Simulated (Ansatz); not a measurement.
**C₃H₇BO: how energies converge with the basis set**

An exercise on one series of results from a longer session: the logs are not shown, and one member is left open.

Program: Ansatz 0.2.0, Gaussian basis. Level of theory: one geometry, several basis sets. These are calculated values, not measurements.

The runs, in order: PBE0-D4/def2-SVP; ωB97M-V/def2-SVP; PBE0-D4/def2-QZVPP; ωB97M-V/def2-QZVPP; the functionals' def2-TZVPP values are taken from earlier runs.

## The geometry

An earlier PBE0-D4 in a triple-zeta def2 set relaxation fixed the geometry.

SMILES `B/C=C/CO`, 12 atoms, charge 0, spin multiplicity 1.

Atoms are counted from 1 here; the program's logs count them from 0.

Bond lengths: B1–C2 1.530 Å, B1–H6 1.199 Å, B1–H7 1.197 Å, C2–C3 1.343 Å, C2–H8 1.090 Å, C3–C4 1.491 Å, C3–H9 1.090 Å, C4–O5 1.412 Å, C4–H10 1.098 Å, C4–H11 1.096 Å, O5–H12 0.961 Å. Angles: C2–B1–H6 118.8°, C2–B1–H7 121.9°, H6–B1–H7 119.3°, B1–C2–C3 120.9°, B1–C2–H8 121.8°, C3–C2–H8 117.3°, C2–C3–C4 125.7°, C2–C3–H9 119.4°, C4–C3–H9 114.9°, C3–C4–O5 112.3°, C3–C4–H10 110.3°, C3–C4–H11 109.1°, O5–C4–H10 111.9°, O5–C4–H11 105.6°, H10–C4–H11 107.3°, C4–O5–H12 108.2°.

The first run:

File in.yaml:

```yaml
crystal:
  periodic: [false, false, false]
  atoms:
    - {symbol: B, position_ang: [-0.570680, 1.904608, 1.232816]}
    - {symbol: C, position_ang: [-0.246234, 1.022813, 0.025153]}
    - {symbol: C, position_ang: [0.248301, -0.214820, 0.189220]}
    - {symbol: C, position_ang: [0.635442, -1.148792, -0.906066]}
    - {symbol: O, position_ang: [0.156959, -2.458891, -0.686017]}
    - {symbol: H, position_ang: [-0.438908, 1.448699, 2.333446]}
    - {symbol: H, position_ang: [-0.950692, 3.032608, 1.108067]}
    - {symbol: H, position_ang: [-0.384619, 1.374385, -0.997738]}
    - {symbol: H, position_ang: [0.390295, -0.604350, 1.197071]}
    - {symbol: H, position_ang: [0.312659, -0.752318, -1.877569]}
    - {symbol: H, position_ang: [1.727382, -1.234289, -0.935432]}
    - {symbol: H, position_ang: [-0.802806, -2.424955, -0.648851]}
basis:
  gaussian: {orbitals: def2-SVP}
hamiltonian: {xc: pbe0, dispersion: d4}
output: {orbitals: {seedname: orbitals}}
```

Steps of the session up to this table: PBE0-D4 in def2-SVP; ωB97M-V in def2-SVP; PBE0-D4 in def2-QZVPP; ωB97M-V in def2-QZVPP.

One of the session's tables, all rows but one given; the rest of the session is left out.

It belongs to the step «Functionals by basis». 

| functional | basis | HOMO (eV) | LUMO (eV) |
| --- | --- | --- | --- |
| PBE0-D4 | def2-SVP | -7.96 | -2.04 |
| PBE0-D4 | def2-TZVPP | -8.11 | -2.11 |
| PBE0-D4 | def2-QZVPP | -8.14 | -2.13 |
| ωB97M-V | def2-SVP | ? | ? |
| ωB97M-V | def2-TZVPP | -10.38 | -0.12 |
| ωB97M-V | def2-QZVPP | -10.41 | -0.17 |

Q: Estimate the row for ωB97M-V, def2-SVP from the others.

As computed: HOMO (eV): -10.25; LUMO (eV): 0.03. In the column «HOMO (eV)» it lies between ωB97M-V, def2-TZVPP (-10.38) and PBE0-D4, def2-QZVPP (-8.14).
